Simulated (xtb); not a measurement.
# GFN1-xTB run of C2H6AlClO (SMILES CC[O][AlH][Cl])

Wanted: an optimisation with harmonic vibrations of C2H6AlClO. 

Program for the calculation: xtb 6.7.1 later snapshot.

2 further runs of the same task are left out: 2 set aside as unsound or not needed.

## (1) Starting point

C2H6AlClO: 11 atoms, total charge 0, spin state singlet. As SMILES, `CC[O][AlH][Cl]`. All atoms were displaced at random from a relaxed shape. The run starts from this shape.

Bond lengths: C1–C2 1.470 Å, C2–O3 1.480 Å, O3–Al4 1.643 Å, Al4–Cl5 1.946 Å, C1–H6 1.146 Å, C1–H7 1.068 Å, C1–H8 1.177 Å, C2–H9 1.119 Å, C2–H10 1.089 Å, Al4–H11 1.442 Å. Some angles: C1–C2–O3 113.0°, C2–O3–Al4 172.5°, O3–Al4–Cl5 120.6°, C1–C2–H9 109.2°, C1–C2–H10 114.1°, O3–C2–H9 105.6°, O3–C2–H10 106.0°, C2–C1–H6 112.1°, C2–C1–H7 114.9°, C2–C1–H8 107.9°.

## (2) An optimisation with harmonic vibrations at GFN1-xTB

.CHRG

```
0
```

.UHF

```
0
```

mol.coord

```
$coord
      0.752224381169     -1.534363126890      2.484271757956  c
     -0.999287174702      0.371350080750      1.476121767729  c
     -0.560719535699      0.937285260553     -1.227433809728  o
      0.034449707252      1.178508800362     -4.264809507100  al
      1.976370067440      4.014817638074     -5.569703190677  cl
      0.433389789422     -1.897398412692      4.595813935090  h
      0.663312767005     -3.335404404487      1.576390635902  h
      2.820850878013     -0.748596107009      2.259791191611  h
     -2.974164358504     -0.373976800063      1.587407739208  h
     -0.924038280420      2.180706153296      2.452921201548  h
     -1.213449836406     -0.754359771689     -5.724244993149  h
$end
```

Run with:

```
xtb mol.coord --gfn 1 --ohess vtight | tee xtb.out
```

**Question.** What will come out? Wanted: total energy at the end; dipole moment; HOMO energy; LUMO energy; HOMO–LUMO gap; dispersion energy; lowest harmonic wavenumber; highest harmonic wavenumber; zero-point energy.

Answer, from the run:

Level: GFN1-xTB.

```
                   quantity         value
    total energy at the end  -17.84449 Eh
              dipole moment        1.58 D
                HOMO energy     -12.15 eV
                LUMO energy      -6.33 eV
              HOMO–LUMO gap       5.82 eV
          dispersion energy  -9.36 kJ/mol
 lowest harmonic wavenumber       21 cm⁻¹
highest harmonic wavenumber     3070 cm⁻¹
          zero-point energy  202.4 kJ/mol
```

At the final geometry: Bond lengths: C1–C2 1.526 Å, C2–O3 1.419 Å, O3–Al4 1.681 Å, Al4–Cl5 2.079 Å, C1–H6 1.091 Å, C1–H7 1.092 Å, C1–H8 1.092 Å, C2–H9 1.101 Å, C2–H10 1.101 Å, Al4–H11 1.476 Å. Some angles: C1–C2–O3 111.7°, C2–O3–Al4 160.0°, O3–Al4–Cl5 118.5°, C1–C2–H9 109.1°, C1–C2–H10 109.1°, O3–C2–H9 109.4°, O3–C2–H10 109.4°, C2–C1–H6 110.0°, C2–C1–H7 110.0°, C2–C1–H8 110.1°. All 27 modes are real, though the softest (21 cm⁻¹) is within numerical noise.
